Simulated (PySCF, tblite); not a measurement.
**C₅H₉ClO₂: geometry, infrared bands and NMR shifts**

Wanted: the infrared bands and NMR shifts of C₅H₉ClO₂ (`CC[C@H](OC)C(=O)Cl`), by calculation.

The runs use tblite 0.8.0 and PySCF 2.14.0, with density-fitted response routines of our own; the level of theory stands in each step. All values are computed, except where a source is named. Atoms count from 0, in the outputs and in this text.

**1. Starting geometry**

17 atoms, charge 0, multiplicity 1; geometry from: force field or distance geometry start.

Bonds of the start (Å): C0–C1 1.51, C1–C2 1.54, C2–O3 1.37, O3–C4 1.37, C2–C5 1.47, C5–O6 1.24, C5–Cl7 1.78, C0–H8 1.10, C0–H9 1.11, C0–H10 1.12, C1–H11 1.11, C1–H12 1.10, C2–H13 1.11, C4–H14 1.11, C4–H15 1.10, C4–H16 1.10.

**2. Optimising the geometry with GFN2-xTB**

Job settings and geometry (Å):

```
{"job": {"kind": "relax", "xc": "GFN2-xTB", "basis": "xTB"}, "charge": 0, "multiplicity": 1}
C     -1.900400     0.613800     0.102500
C     -0.681500     0.625800    -0.792300
C      0.592700     0.232700    -0.019100
O      0.354300    -1.031100     0.454300
C      1.157400    -2.026200    -0.045700
C      0.890900     1.253500     0.991100
O      0.957500     1.018200     2.201700
Cl     1.200200     2.904900     0.405300
H     -1.589800     0.755700     1.152700
H     -2.565500     1.429500    -0.234400
H     -2.476100    -0.344700    -0.015900
H     -0.566400     1.595100    -1.313500
H     -0.835400    -0.160300    -1.544300
H      1.410900     0.196200    -0.765300
H      0.838300    -2.970300     0.444900
H      0.968000    -2.188800    -1.121500
H      2.238100    -1.892100     0.089900
```

Started as:

```
> OMP_NUM_THREADS=1 python probes_run.py task.json out
```

This one command runs all jobs of the session in turn.

**Question.** This job is followed by: GFN2-xTB harmonic vibrations, gas phase; GIAO PBE0/pcSseg-1 NMR shielding, non-relativistic, gas phase. Predict these results of the whole session: strongest single infrared mode (GFN2-xTB); zero-point energy (GFN2-xTB); 13C shifts against TMS (PBE0/pcSseg-1); 1H shifts against TMS (PBE0/pcSseg-1, means over atoms taken as alike); 17O shifts against H2O (PBE0/pcSseg-1); 35Cl shifts against HCl (PBE0/pcSseg-1).

The runs gave:

| quantity | value |
| --- | --- |
| strongest single infrared mode (GFN2-xTB) | 1841 cm⁻¹, 400 km/mol |
| zero-point energy (GFN2-xTB) | 83.8 kcal/mol |
| 13C shifts against TMS (PBE0/pcSseg-1) | 184.2, 91.2, 59.8, 31.7, 9.4 ppm |
| 1H shifts against TMS (PBE0/pcSseg-1, means over atoms taken as alike) | 4.05, 3.63, 2.32, 1.94, 1.02 ppm |
| 17O shifts against H2O (PBE0/pcSseg-1) | 596.3, 49.9 ppm |
| 35Cl shifts against HCl (PBE0/pcSseg-1) | 438 ppm |

**Reading.** Over 135 steps the energy fell by 0.609 eV; of the close pairs, C5–O6 changed most, 1.235 to 1.181 Å. All 45 modes are real, so the xTB geometry is a minimum. The strongest single mode, at 1841 cm⁻¹, moves mainly C5 and O6. GFN2-xTB is a fitted tight-binding method: band positions and strengths are rough. Its intensities can rank the bands wrongly. H13 (hydrogen on an sp3 CH bonded to O, α to a carbonyl) lies farthest downfield among hydrogen, at 4.05 ppm; its carbon carries O, an electronegative neighbour. At PBE0/pcSseg-1: Shielding is most anisotropic at O6 (span 925 ppm, paramagnetic term -659 ppm).
